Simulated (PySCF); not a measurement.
# C6H6BF2NSe: the cost of one run

Programs: PySCF 2.14.0, with routines of our own; each step states its level. All values are computed. Atoms count from 0.

## 1. The system as given

17 atoms, charge 0, multiplicity 1; geometry from: GFN2-xTB.

## 2. Geometry optimisation at PBE0-D3(BJ)/def2-SVP

The job: settings as JSON, then the geometry in Å.

```
{"job": {"xc": "PBE0", "basis": "def2-SVP", "d3": "d3bj", "grid": 2, "kind": "geom"}, "charge": 0, "multiplicity": 1}
C      3.393243    -0.621923    -0.057422
Se     2.518187     1.042127    -0.592458
C      0.692320     0.630391    -0.273853
C      0.230800    -0.593881     0.193293
C     -1.129540    -0.761260     0.375792
C     -2.009661     0.292048     0.096530
B     -3.548375     0.122438     0.294173
F     -4.441080     1.057822     0.064860
F     -4.061337    -1.021295     0.719584
N     -1.542825     1.468770    -0.350627
C     -0.258640     1.629305    -0.528805
H      3.186294    -0.826368     0.990444
H      3.059457    -1.438726    -0.692957
H      4.459463    -0.461884    -0.197031
H      0.910728    -1.404393     0.410018
H     -1.523115    -1.701016     0.732700
H      0.057085     2.599876    -0.895225
```

Started as:

```sh
> OMP_NUM_THREADS=1 python excited_run.py task.json out
```

This one command runs all jobs of the session in turn.

Q: Estimate the wall time and peak memory of this first job on 1 thread of Arm Neoverse V2, shared host.

About 2.8 min, with a peak of 1 GiB.
